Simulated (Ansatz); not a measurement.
**SnBrF2 radical: one species, many methods**

How much do the methods differ for SnBrF2 radical? The plan is to run it at one geometry with functionals of several rungs and with coupled cluster, and see how far each lands from CCSD(T) at the basis-set limit for the atomisation energy.

The runs use Ansatz 0.2.0, Gaussian basis; functionals in def2-TZVPP, the program's frozen cores in correlated methods.

Plan: LDA (SPW92), PBE-D4, revPBE-D4, BLYP-D4, r2SCAN-D4, B97M-V, PBE0-D4, B3LYP-D4, r2SCANh-D4, r2SCAN0-D4, HSE06-D4, BHLYP-D4, CAM-B3LYP-D4, LC-ωPBE, ωB97X-V, ωB97M-V, B2PLYP, PBE-QIDH; CCSD(T)/def2-SVP; CCSD(T)/def2-TZVPP; MP2/def2-QZVPP; extrapolation to the limit; RPA on PBE.

## (1) The geometry

The geometry comes from an earlier relaxation with PBE0-D4 in a triple-zeta def2 set; it is a stationary point. Sn takes the def2 core potential; no spin-orbit term is included.

SMILES `[F][Sn]([F])[Br]`, 4 atoms, charge 0, spin multiplicity 2.

Atoms are counted from 1 here; the program's logs count them from 0.

Bond lengths: F1–Sn2 1.913 Å, Sn2–F3 1.913 Å, Sn2–Br4 2.481 Å. Angles: F1–Sn2–F3 102.5°, F1–Sn2–Br4 108.5°, F3–Sn2–Br4 108.5°.

Geometry (Å):

```
F    -0.8401   -0.4950    1.5400
Sn    0.2804    0.4355    0.2993
F     1.6347   -0.8593   -0.0882
Br   -1.0196    0.8586   -1.7715
```

## (2) LDA

This LDA is Slater exchange with PW92 correlation.

in.yaml

```yaml
crystal:
  periodic: [false, false, false]
  atoms:
    - {symbol: F, position_ang: [-0.840098, -0.494967, 1.539956]}
    - {symbol: Sn, position_ang: [0.280446, 0.435459, 0.299280]}
    - {symbol: F, position_ang: [1.634708, -0.859318, -0.088173]}
    - {symbol: Br, position_ang: [-1.019556, 0.858626, -1.771465]}
basis:
  gaussian: {orbitals: def2-TZVPP}
magnetization: {spin_polarized: true, initial_magnetization: 1}
hamiltonian: {xc: lda}
output: {orbitals: {seedname: orbitals}}
```

Run with:

```
ansatz run in.yaml --threads 4 --pin off --events-out ev --progress --plain --max-ram 10444MiB
```

The runs that follow: PBE-D4 (GGA); revPBE-D4 (GGA); BLYP-D4 (GGA); r2SCAN-D4 (meta-GGA); B97M-V (meta-GGA); PBE0-D4 (hybrid); B3LYP-D4 (hybrid); r2SCANh-D4 (hybrid); r2SCAN0-D4 (hybrid); HSE06-D4 (hybrid); BHLYP-D4 (hybrid); CAM-B3LYP-D4 (range-separated); LC-ωPBE (range-separated); ωB97X-V (range-separated); ωB97M-V (range-separated); B2PLYP (double hybrid); PBE-QIDH (double hybrid); CCSD(T) in def2-SVP; CCSD(T) in def2-TZVPP; MP2 in def2-QZVPP; RPA on PBE orbitals.

**Question.** What will the summary of the whole plan be? Wanted: atomisation energy, CCSD(T)/CBS; farthest beyond LDA; mean size of error, GGA; mean size of error, meta-GGA; mean size of error, hybrid; mean size of error, range-separated; mean size of error, double hybrid; gap, smallest and largest; T1 diagnostic.

**Answer**, as computed:

| quantity | value |
| --- | --- |
| atomisation energy, CCSD(T)/CBS | 11.931 eV |
| functionals within 0.119 eV (1.0 %) | BLYP-D4, r2SCAN-D4, B97M-V |
| farthest beyond LDA | BHLYP-D4 (-1.187 eV) |
| mean size of error, GGA | 0.204 eV |
| mean size of error, meta-GGA | 0.053 eV |
| mean size of error, hybrid | 0.524 eV |
| mean size of error, range-separated | 0.242 eV |
| mean size of error, double hybrid | 0.486 eV |
| gap, smallest and largest | 0.63 eV (LDA (SPW92)), 7.62 eV (LC-ωPBE) |
| T1 diagnostic | 0.0158 |
| triples share of the correlation energy | 3.1 % |

**Reading.** LDA overbinds by 2.404 eV (20 %). PBE-D4 is off by +0.409 eV. Double hybrids carry the basis error of their MP2 part in triple zeta, and no dispersion term here, so their miss is partly the set-up's. By mean error the best rung here is meta-GGA (0.053 eV) and the worst beyond LDA is hybrid (0.524 eV). The mean of the hybrids holds BHLYP, with half exact exchange. RPA and LDA stand outside this count. The reference freezes the cores and leaves out spin-orbit coupling and excitations past (T), and its outer-core shells are covered unevenly, so misses under about 0.119 eV can't be ranked. All levels share the lack of spin-orbit coupling, which lowers the free heavy atoms and so the true binding. Hartree-Fock recovers 62 % of the binding; the rest is correlation. CCSD(T) in def2-SVP is off by -1.629 eV, so the small basis spoils what the method gains. Orbital gaps span 0.6 to 7.6 eV; exact exchange widens them. Correlated methods include outer-core shells of Br, Sn, which these sets cover unevenly.
